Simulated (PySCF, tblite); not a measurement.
# Si2S2Cl4, a fragment of a glass network (2-ring): NMR shifts, core binding energies and electronic excitations

Aim: the NMR shifts, core binding energies and electronic excitations of `Cl[Si]1(Cl)S[Si](Cl)(Cl)S1`. It is drawn as: Si Si, Cl ends, S bridges.

Programs: tblite 0.8.0 and PySCF 2.14.0. All values are calculated, for the isolated system unless a continuum is named. Atoms count from 0, parts from 1.

## (1) Starting point

8 atoms, charge 0, multiplicity 1; geometry: distance geometry start.

## (2) Relaxing the cluster with GFN2-xTB

What the job is given:

```
{"job": {"kind": "relax", "xc": "GFN2-xTB", "basis": "xTB"}, "charge": 0, "multiplicity": 1}
Cl    -1.035460     2.188873    -2.351771
Si    -0.543904     1.095763    -0.593964
Cl    -2.122183     0.051527     0.323786
S      1.240177    -0.138805    -0.865255
Si     2.425291     1.030356     0.582816
Cl     4.007194     2.096574    -0.353195
Cl     2.907543    -0.060328     2.311319
S      0.616221     2.278671     0.829389
```

With the program's defaults for keys left out, this is: GFN2-xTB geometry optimisation, gas phase.

The run is started by

```bash
OMP_NUM_THREADS=1 python cluster_run.py task.json out
```

The driver reads the jobs from task.json and runs them one after another.

Output:

```text
step      E/eV     max force
  0    -772.13081    1.619
  1    -772.27403    1.407
  2    -772.56102    2.083
  3    -772.63565    1.121
  4    -772.69222    0.641
  5    -772.74773    0.294
  6    -772.75155    0.194
  7    -772.75348    0.090
  8    -772.75454    0.082
  9    -772.75531    0.063
 10    -772.75581    0.069
 11    -772.75676    0.094
 12    -772.75817    0.126
 13    -772.75970    0.116
 14    -772.76049    0.058
 15    -772.76064    0.013
 16    -772.76066    0.006
```

Run time: 2 s. Hardware: 1 thread of Intel Xeon 6975P-C, shared host.

The steps of the relaxation:

```
step  energy from step 0 (eV)  largest force (eV/Å)
   0                   0.0000                1.6190
   1                  -0.1432                1.4073
   2                  -0.4302                2.0828
   3                  -0.5048                1.1217
   4                  -0.5614                0.6411
   5                  -0.6169                0.2932
   6                  -0.6207                0.1937
   7                  -0.6227                0.0903
   8                  -0.6237                0.0825
   9                  -0.6245                0.0624
  10                  -0.6250                0.0694
  11                  -0.6259                0.0941
  12                  -0.6274                0.1260
  13                  -0.6289                0.1159
  14                  -0.6297                0.0581
  15                  -0.6298                0.0129
  16                  -0.6299                0.0066
```

Distances of close pairs at the start and the end, largest changes first:

```
   bond  before (Å)  after (Å)  change (Å)
Cl0–Si1       2.128      1.997      -0.130
Si4–Cl5       2.125      1.998      -0.127
Si1–Cl2       2.103      1.997      -0.106
Si4–Cl6       2.100      1.998      -0.102
 Si4–S7       2.212      2.174      -0.038
 S3–Si4       2.206      2.174      -0.032
 Si1–S3       2.186      2.174      -0.012
 Si1–S7       2.184      2.174      -0.011
```

## (3) Geometry optimisation at PBE0-D3(BJ)/def2-SVP

What the job is given:

```
{"job": {"xc": "PBE0", "basis": "def2-SVP", "d3": "d3bj", "grid": 2, "kind": "geom", "shake": 0.01}, "charge": 0, "multiplicity": 1}
Cl    -1.877536     1.012546    -2.177893
Si    -1.377150     0.022496    -0.543977
Cl    -2.931891    -0.944293     0.273407
S      0.362417    -1.277646    -0.900840
Si     1.368725    -0.034344     0.531439
Cl     2.907757     0.949873    -0.280829
Cl     1.906384    -1.044015     2.181293
S     -0.312629     1.286830     0.889500
```

Output:

```text
step   0  E = -3214.38970356  max force = 0.054151
step   1  E = -3214.39440178  max force = 0.018629
step   2  E = -3214.39840498  max force = 0.008700
step   3  E = -3214.39953559  max force = 0.004056
step   4  E = -3214.39965564  max force = 0.001140
step   5  E = -3214.39966507  max force = 0.000380
optimisation converged
```

It took 60 s on 1 thread of Intel Xeon 6975P-C, shared host; peak memory 0.73 GiB.

Along the way:

```
step  energy from step 0 (eV)  largest force component (eV/Å)
   0                   0.0000                          2.7846
   1                  -0.1278                          0.9579
   2                  -0.2368                          0.4474
   3                  -0.2675                          0.2086
   4                  -0.2708                          0.0586
   5                  -0.2711                          0.0195
```

Close pairs (by a distance rule), those that changed most:

```
   bond  before (Å)  after (Å)  change (Å)
Cl0–Si1       1.975      2.042      +0.067
 Si1–S3       2.201      2.136      -0.065
 Si1–S7       2.188      2.136      -0.052
Si4–Cl5       1.999      2.042      +0.043
Si1–Cl2       2.005      2.042      +0.037
Si4–Cl6       2.008      2.042      +0.035
 Si4–S7       2.168      2.136      -0.032
 S3–Si4       2.147      2.136      -0.012
```

The final coordinates are the input of the step that follows.

```
                         at the end point                value
  point group (found at 0.08 Å tolerance)                  D2h
rotational constants (GHz, main isotopes)  0.917, 0.419, 0.357
                        dipole moment (D)                 0.00
```

## (4) Nuclear shieldings: PBE0/pcSseg-1

What the job is given:

```
{"job": {"kind": "nmr", "xc": "PBE0", "basis": "pcSseg-1"}, "charge": 0, "multiplicity": 1}
Cl    -1.919414     1.544201    -1.807924
Si    -1.298039     0.299260    -0.313158
Cl    -2.962911    -0.409788     0.633441
S     -0.043207    -1.270994    -1.035556
Si     1.309225    -0.307219     0.307051
Cl     2.969778     0.405665    -0.644500
Cl     1.937922    -1.550728     1.799969
S      0.053338     1.260732     1.033045
```

Level: GIAO PBE0/pcSseg-1 NMR shielding, non-relativistic, gas phase.

Output:

```text
coarse grid: 12992 points
cycle   1  E = -3215.1079898823  dE =  1.294e+00  |g| = 5.838e-01  |ddm| = 3.342e+00
cycle   2  E = -3215.0006006033  dE =  1.074e-01  |g| = 8.831e-01  |ddm| = 1.762e+00
cycle   3  E = -3215.2047577674  dE = -2.042e-01  |g| = 5.227e-02  |ddm| = 1.095e+00
cycle   4  E = -3215.2053572437  dE = -5.995e-04  |g| = 1.981e-02  |ddm| = 7.983e-02
cycle   5  E = -3215.2054552418  dE = -9.800e-05  |g| = 3.349e-03  |ddm| = 2.775e-02
cycle   6  E = -3215.2054572013  dE = -1.960e-06  |g| = 1.575e-03  |ddm| = 6.204e-03
final grid: 94328 points
cycle   7  E = -3215.2500141088  dE = -3.456e-05  |g| = 5.651e-03  |ddm| = 2.186e-02
cycle   8  E = -3215.2500136334  dE =  4.754e-07  |g| = 4.576e-03  |ddm| = 1.029e-02
cycle   9  E = -3215.2500180420  dE = -4.409e-06  |g| = 7.502e-04  |ddm| = 6.783e-03
cycle  10  E = -3215.2500182094  dE = -1.674e-07  |g| = 7.148e-05  |ddm| = 1.175e-03
cycle  11  E = -3215.2500182106  dE = -1.183e-09  |g| = 2.391e-05  |ddm| = 9.956e-05
cycle  12  E = -3215.2500182108  dE = -1.337e-10  |g| = 1.180e-05  |ddm| = 4.285e-05
converged SCF energy = -3215.2500182108

GIAO shielding tensors (ppm)
atom      isotropic    diamagn.    paramagn.     s11        s22        s33       span
  0 Cl     739.286    1146.556    -407.271    588.755    700.095    929.007    340.253
  1 Si     332.335     874.761    -542.426    287.831    290.934    418.239    130.408
  2 Cl     739.671    1146.554    -406.883    589.205    700.407    929.403    340.198
  3 S      453.671    1057.852    -604.182    345.017    498.721    517.274    172.257
  4 Si     332.327     874.751    -542.424    287.859    290.942    418.180    130.321
  5 Cl     739.413    1146.543    -407.129    588.873    700.164    929.204    340.330
  6 Cl     739.510    1146.544    -407.035    589.045    700.283    929.202    340.157
  7 S      453.416    1057.861    -604.445    344.745    498.406    517.098    172.352
```

Run time: 27 s. Hardware: 1 thread of Intel Xeon 6975P-C, shared host; peak memory 1 GiB.

Shifts follow as δ = σ(reference) − σ, with reference shieldings (ppm) from runs at the same level and on the same kind of geometry: ²⁹Si TMS 352.0, ³³S CS2 496, ³⁵Cl HCl 943. The references are single molecules in the gas phase. Atoms listed in one row are averaged.

```
             atoms                                        environment  σ (ppm)  δ (ppm)
Cl0, Cl2, Cl5, Cl6                              chlorine bonded to Si      739      204
          Si1, Si4  silicon bonded to 2 Cl, 2 S, in a 4-membered ring    332.3     19.7
            S3, S7        sulfur bonded to 2 Si, in a 4-membered ring      454       42
```

The run also stored atomic charges by several schemes (e):

```
             atoms  Mulliken    IAO  Hirshfeld  ESP fit
Cl0, Cl2, Cl5, Cl6     -0.23  -0.26      -0.09    -0.04
          Si1, Si4      0.78   0.89       0.31     0.11
            S3, S7     -0.32  -0.37      -0.12    -0.04
```

Mayer bond orders: Cl0–Si1 1.06, Si1–Cl2 1.07, Si1–S3 0.99, S3–Si4 0.99, Si4–Cl5 1.06, Si4–Cl6 1.06, Si4–S7 0.99, S7–Si1 0.99.

Ring of atoms Si1, S3, Si4, S7: NICS(0) -8.7, NICS(1) -3.8, NICS(1)zz 4.8 ppm (means of both faces). The ring holds saturated atoms, so no π current runs round it: these values come from its σ bonds, any local π bonds and neighbouring rings, and say nothing of aromaticity.

Orbitals, density, ELF and potential are computed afterwards from the orbital file.

Frontier orbitals at PBE0/pcSseg-1, with the share of their density that lies nearest to each atom:

```
orbital  energy (eV)                                           lies on
   HOMO        -8.47                            S3, S7 about 41 % each
   LUMO        -1.64  S3, S7 about 24 % each; Si1, Si4 about 18 % each
```

ELF in a plane through or near 6 of the atoms.

Values, 10 rows by 14 columns:
```
0.00 0.00 0.00 0.00 0.00 0.00 0.00 0.00 0.00 0.00 0.00 0.00 0.00 0.00
0.00 0.00 0.06 0.23 0.32 0.16 0.00 0.00 0.03 0.26 0.29 0.12 0.01 0.00
0.00 0.07 0.58 0.84 0.89 0.67 0.02 0.00 0.24 0.83 0.87 0.75 0.27 0.01
0.00 0.27 0.87 0.51 0.30 0.61 0.05 0.03 0.15 0.79 0.57 0.83 0.64 0.08
0.00 0.14 0.67 0.77 0.85 0.16 0.30 0.19 0.15 0.42 0.79 0.74 0.41 0.03
0.00 0.01 0.10 0.28 0.29 0.75 0.30 0.30 0.24 0.46 0.45 0.16 0.05 0.00
0.00 0.28 0.86 0.43 0.67 0.60 0.17 0.09 0.27 0.81 0.23 0.88 0.64 0.08
0.00 0.18 0.80 0.29 0.60 0.70 0.02 0.01 0.17 0.85 0.24 0.85 0.51 0.05
0.00 0.02 0.24 0.61 0.70 0.45 0.01 0.00 0.14 0.60 0.69 0.40 0.09 0.00
0.00 0.00 0.01 0.04 0.05 0.01 0.00 0.00 0.00 0.03 0.05 0.01 0.00 0.00
```
The map spans 10.4 Å across and 8.5 Å up, centred on the molecule. Atoms in the plane (x, y in Å): Cl0 (2.6, 1.7), Si1 (1.4, 0.0), Cl2 (2.6, -1.6), Si4 (-1.4, 0.0), Cl5 (-2.6, 1.6), Cl6 (-2.6, -1.6).

log10 of the density (e/Å³) in the same plane.

Values, 10 rows by 14 columns:
```
-4.0 -4.0 -3.7 -3.2 -3.2 -3.7 -4.0 -4.0 -4.0 -3.4 -3.2 -3.5 -4.0 -4.0
-3.7 -3.1 -2.1 -1.6 -1.7 -2.1 -3.1 -3.5 -2.5 -1.9 -1.6 -1.9 -2.6 -3.6
-3.4 -2.2 -0.9 -0.1 -0.2 -1.0 -2.2 -2.4 -1.6 -0.6 -0.1 -0.5 -1.5 -2.6
-3.1 -1.8 -0.3  1.4  0.6 -0.5 -1.5 -1.6 -1.1 -0.1  2.2  0.1 -1.0 -2.3
-3.4 -2.1 -0.9 -0.2 -0.1 -0.3 -0.7 -0.8 -0.5 -0.2 -0.1 -0.5 -1.5 -2.5
-3.7 -2.4 -1.4 -0.7 -0.3  1.4 -0.4 -0.6  0.3  0.9 -0.5 -1.1 -1.8 -2.8
-3.2 -1.8 -0.4  0.3  0.2 -0.4 -1.1 -1.2 -0.8 -0.1  0.5  0.0 -1.2 -2.3
-3.2 -1.9 -0.4  0.5  0.3 -0.7 -1.9 -2.0 -1.4 -0.2  0.9  0.0 -1.2 -2.4
-3.9 -2.6 -1.5 -0.9 -0.9 -1.5 -2.6 -2.9 -2.0 -1.3 -0.8 -1.2 -2.0 -3.0
-4.0 -3.9 -2.8 -2.4 -2.4 -2.8 -3.8 -4.0 -3.3 -2.6 -2.3 -2.6 -3.3 -4.0
```
The map spans 10.4 Å across and 8.5 Å up, centred on the molecule. Atoms in the plane (x, y in Å): Cl0 (2.6, 1.7), Si1 (1.4, 0.0), Cl2 (2.6, -1.6), Si4 (-1.4, 0.0), Cl5 (-2.6, 1.6), Cl6 (-2.6, -1.6).

On the surface of density 0.002 e/bohr³ the electrostatic potential runs, from the 1st to the 99th percentile, from -0.16 V near S3 to 1.64 V near Si4.

## (5) Core holes by ΔSCF: SCAN, X2C

Settings changed since step 4:

```diff
@@ -1,2 +1,2 @@
-{"job": {"kind": "nmr", "xc": "PBE0", "basis": "pcSseg-1"}, "charge": 0, "multiplicity": 1}
+{"job": {"kind": "xps", "holes": 5}, "charge": 0, "multiplicity": 1}
 Cl    -1.919414     1.544201    -1.807924
```

With the program's defaults for keys left out, this is: delta-SCF UKS SCAN, pcX-2 on the ionised atom, pcseg-1 elsewhere, spin-free X2C.

Output:

```text
ground state, core basis on atom 3 (S), 186 functions
  cycle   1  E = -3224.75409447  |g| = 5.39e-01
  cycle   2  E = -3224.62659237  |g| = 8.56e-01
  cycle   3  E = -3224.83888090  |g| = 1.18e-01
  cycle   4  E = -3224.84276224  |g| = 2.58e-02
  cycle   5  E = -3224.84290245  |g| = 8.27e-03
  cycle   6  E = -3224.84291445  |g| = 2.79e-03
  cycle   7  E = -3224.84291601  |g| = 8.86e-04
  cycle   8  E = -3224.84291686  |g| = 3.54e-04
  E(ground) = -3224.94026711 Eh
hole in S 2p of atom 3
  cycle   1  E = -3218.12077993  |g| = 1.53e+00
  cycle   2  E = -3216.27178686  |g| = 1.98e+00
  cycle   3  E = -3218.09796503  |g| = 8.13e-01
  cycle   4  E = -3218.57177395  |g| = 1.55e-01
  cycle   5  E = -3218.57667702  |g| = 1.16e-01
  cycle   6  E = -3218.58480438  |g| = 2.66e-02
  cycle   7  E = -3218.58523819  |g| = 8.22e-03
  cycle   8  E = -3218.58527343  |g| = 3.97e-03
  cycle   9  E = -3218.58528362  |g| = 1.62e-03
  cycle  10  E = -3218.58528392  |g| = 3.04e-04
  E(ion) = -3218.68835768 Eh   <S^2> = 0.7535   hole on atom = 1.001   binding energy = 170.123 eV
  2p3/2 = 169.830 eV   2p1/2 = 171.065 eV
ground state, core basis on atom 4 (Si), 186 functions
  cycle   1  E = -3224.80095797  |g| = 2.91e-01
  cycle   2  E = -3224.79998150  |g| = 8.04e-02
  cycle   3  E = -3224.79780292  |g| = 1.13e-01
  cycle   4  E = -3224.80152774  |g| = 1.05e-02
  cycle   5  E = -3224.80155366  |g| = 3.09e-03
  cycle   6  E = -3224.80156073  |g| = 4.21e-04
  E(ground) = -3224.87084671 Eh
hole in Si 2p of atom 4
  cycle   1  E = -3220.40609936  |g| = 1.26e+00
  cycle   2  E = -3219.08421016  |g| = 1.96e+00
  cycle   3  E = -3220.56620930  |g| = 5.55e-01
  cycle   4  E = -3220.73837593  |g| = 1.75e-01
  cycle   5  E = -3220.75525206  |g| = 2.43e-02
  cycle   6  E = -3220.75557453  |g| = 1.18e-02
  cycle   7  E = -3220.75565535  |g| = 4.38e-03
  cycle   8  E = -3220.75566765  |g| = 1.86e-03
  cycle   9  E = -3220.75566761  |g| = 5.52e-04
  cycle  10  E = -3220.75566738  |g| = 2.29e-04
  E(ion) = -3220.83388100 Eh   <S^2> = 0.7523   hole on atom = 1.003   binding energy = 109.851 eV
  2p3/2 = 109.649 eV   2p1/2 = 110.274 eV
ground state, core basis on atom 5 (Cl), 186 functions
  cycle   1  E = -3224.88139937  |g| = 4.85e-01
  cycle   2  E = -3224.88138123  |g| = 5.01e-02
  cycle   3  E = -3224.88081643  |g| = 6.03e-02
  cycle   4  E = -3224.88177757  |g| = 1.36e-02
  cycle   5  E = -3224.88182657  |g| = 2.54e-03
  cycle   6  E = -3224.88182389  |g| = 4.03e-04
  E(ground) = -3224.97657958 Eh
hole in Cl 2p of atom 5
  cycle   1  E = -3216.78208683  |g| = 1.70e+00
  cycle   2  E = -3215.56942229  |g| = 1.77e+00
  cycle   3  E = -3216.85878958  |g| = 7.18e-01
  cycle   4  E = -3217.22462889  |g| = 2.35e-01
  cycle   5  E = -3217.24875221  |g| = 1.21e-01
  cycle   6  E = -3217.25628806  |g| = 2.97e-02
  cycle   7  E = -3217.25679057  |g| = 9.74e-03
  cycle   8  E = -3217.25685142  |g| = 3.53e-03
  cycle   9  E = -3217.25685502  |g| = 1.19e-03
  cycle  10  E = -3217.25685775  |g| = 3.39e-04
  E(ion) = -3217.35999789 Eh   <S^2> = 0.7519   hole on atom = 1.001   binding energy = 207.258 eV
  2p3/2 = 206.670 eV   2p1/2 = 208.324 eV
```

Wall time 14 s (1 thread of Intel Xeon 6975P-C, shared host); peak memory 0.66 GiB.

Binding energies by hole, beside the orbital energy of the ground state; the difference holds orbital relaxation and, for a density functional, its self-interaction error:

```
       hole          stands for                                        environment  ΔSCF (eV; 2p as the shell's mean)  −ε (eV)   ⟨S²⟩
  S2p on S3              S3, S7        sulfur bonded to 2 Si, in a 4-membered ring                             170.24    159.2  0.754
Si2p on Si4            Si1, Si4  silicon bonded to 2 Cl, 2 S, in a 4-membered ring                             109.86     99.7  0.752
Cl2p on Cl5  Cl0, Cl2, Cl5, Cl6                              chlorine bonded to Si                             207.22    194.4  0.752
```

Each hole run stands for the others of its class of like atoms.

With the spin-orbit splitting: S3 2p3/2 169.83, 2p1/2 171.07 eV; Si4 2p3/2 109.65, 2p1/2 110.27 eV; Cl5 2p3/2 206.67, 2p1/2 208.32 eV. The table gives each 2p level as the mean over the whole 2p shell (two parts 2p3/2, one part 2p1/2), which differs a little from the single hole in the log.

## (6) Ultraviolet spectrum: CAM-B3LYP/def2-SVPD

Settings changed since step 5:

```diff
@@ -1,2 +1,2 @@
-{"job": {"kind": "xps", "holes": 5}, "charge": 0, "multiplicity": 1}
+{"job": {"kind": "uv", "xc": "CAM-B3LYP", "basis": "def2-SVPD", "nstates": 6, "ntriplets": 2, "ip": true}, "charge": 0, "multiplicity": 1}
 Cl    -1.919414     1.544201    -1.807924
```

With the program's defaults for keys left out, this is: TDDFT CAM-B3LYP/def2-SVPD, vertical, gas phase, core orbitals frozen in the response.

Output:

```text
coarse grid: 12992 points
cycle   1  E = -3215.1477150866  dE =  1.322e+00  |g| = 6.355e-01  |ddm| = 4.289e+00
cycle   2  E = -3215.1079081455  dE =  3.981e-02  |g| = 7.631e-01  |ddm| = 2.966e+00
cycle   3  E = -3215.2743806349  dE = -1.665e-01  |g| = 3.349e-02  |ddm| = 1.727e+00
cycle   4  E = -3215.2747495530  dE = -3.689e-04  |g| = 1.398e-02  |ddm| = 1.015e-01
cycle   5  E = -3215.2748144774  dE = -6.492e-05  |g| = 2.699e-03  |ddm| = 4.208e-02
cycle   6  E = -3215.2748172048  dE = -2.727e-06  |g| = 8.763e-04  |ddm| = 6.810e-03
final grid: 94328 points
cycle   7  E = -3215.6023903896  dE = -8.111e-06  |g| = 2.734e-03  |ddm| = 4.296e-02
cycle   8  E = -3215.6023910923  dE = -7.027e-07  |g| = 2.105e-03  |ddm| = 7.579e-03
cycle   9  E = -3215.6023921666  dE = -1.074e-06  |g| = 2.825e-04  |ddm| = 3.902e-03
cycle  10  E = -3215.6023921902  dE = -2.364e-08  |g| = 6.619e-05  |ddm| = 6.310e-04
cycle  11  E = -3215.6023921915  dE = -1.310e-09  |g| = 2.394e-05  |ddm| = 1.949e-04
cycle  12  E = -3215.6023921917  dE = -1.828e-10  |g| = 2.370e-06  |ddm| = 5.159e-05
converged SCF energy = -3215.6023921917

Static polarisability (au): isotropic 135.201, principal 117.703 129.452 158.449

Singlet excitations
state   eV       nm        f      main configurations
  1   5.3543    231.6   0.00000   H->L 0.95
  2   6.0135    206.2   0.00000   H-1->L 0.89
  3   6.0424    205.2   0.00000   H->L+1 0.88
  4   6.4199    193.1   0.01982   H-1->L+1 0.51, H->L+2 0.43
  5   6.6839    185.5   0.00000   H-2->L 0.95
  6   6.9633    178.1   0.00858   H->L+2 0.53, H-1->L+1 0.39

Triplet excitations (Tamm-Dancoff, eV): 5.0646 5.6613
Vertical ionisation energy (delta-SCF) = 10.2301 eV
Vertical electron affinity (delta-SCF) = 0.0317 eV
```

It took 2 min on 1 thread of Intel Xeon 6975P-C, shared host; peak memory 1.2 GiB.

The orbitals next to the gap, with their largest atomic shares:

```
orbital      eV                         atoms
 HOMO−3  -10.90  Cl6 16 %, Cl5 16 %, Cl0 16 %
 HOMO−2  -10.70     S7 38 %, S3 38 %, Si1 6 %
 HOMO−1  -10.10    S3 26 %, S7 26 %, Cl0 10 %
   HOMO   -9.56     S7 38 %, S3 38 %, Cl0 4 %
   LUMO   -0.59    S7 25 %, S3 25 %, Si1 13 %
 LUMO+1   -0.38  Si4 16 %, Si1 16 %, Cl6 13 %
 LUMO+2    0.34   Si1 18 %, Si4 18 %, S7 15 %
```

With each of the 6 states as a Gaussian band of 0.4 eV half-width at 1/e, the curve within the window shown has maxima at 192 nm (ε 870) L/(mol cm). Beyond the last state computed it falls off for lack of states. The curve at chosen wavelengths:

```csv
nm,ε (L/mol/cm)
171,207
175,356
178,462
182,597
185,704
189,829
193,862
196,797
200,617
203,456
207,265
211,134
214,74
218,30
221,14
225,5
229,2
232,1
236,0
239,0
243,0
247,0
250,0
254,0
257,0
261,0
```

Ground-state properties from the same run:

```
           property  computed
  dipole moment (D)      0.00
polarisability (Å³)     20.03
 HOMO–LUMO gap (eV)      8.97
      −ε(HOMO) (eV)      9.56
```

## (7) What came out

```
                                                                  quantity                        value
                                                               point group                          D2h
                                      rotational constants (main isotopes)         0.92, 0.42, 0.36 GHz
  ³⁵Cl shifts against HCl (PBE0/pcSseg-1, means over atoms taken as alike)                      204 ppm
  ²⁹Si shifts against TMS (PBE0/pcSseg-1, means over atoms taken as alike)                     19.7 ppm
   ³³S shifts against CS2 (PBE0/pcSseg-1, means over atoms taken as alike)                       42 ppm
potential on the surface of density 0.002 e/bohr³, 1st and 99th percentile           -0.16 V and 1.64 V
                                          S2p binding energies, SCAN/pcX-2                 S3 170.24 eV
                                         Si2p binding energies, SCAN/pcX-2                Si4 109.86 eV
                                         Cl2p binding energies, SCAN/pcX-2                Cl5 207.22 eV
                                      lowest singlet (CAM-B3LYP/def2-SVPD)  5.35 eV (232 nm), f = 0.000
                                  brightest single state of those computed  state 4, 6.42 eV, f = 0.020
                                                            lowest triplet                      5.06 eV
                                         vertical ionisation energy (ΔSCF)                     10.23 eV
                                         vertical electron affinity (ΔSCF)                      0.03 eV
```

**Reading.** The start of the PBE0/def2-SVP relaxation was shaken at random by about 0.01 Å, so part of the energy gained, and of the first lengths quoted, undoes that. Over 5 steps the energy fell by 0.271 eV; of the close pairs, Cl0–Si1 changed most, 1.975 to 2.042 Å (PBE0/def2-SVP). At PBE0/pcSseg-1: Shielding is most anisotropic at Cl0, Cl2, Cl5, Cl6 (span 340 ppm, paramagnetic term -407 ppm). The lowest singlet, at 5.35 eV, is HOMO→LUMO 0.95 and is dark; of the 6 states computed, the strongest absorption comes from state 4 at 6.42 eV. The lowest triplet lies 0.29 eV below the lowest singlet (triplets in Tamm-Dancoff, singlets in full TDDFT). The orbital energy would give 9.56 eV for ionisation, ΔSCF gives 10.23 eV.
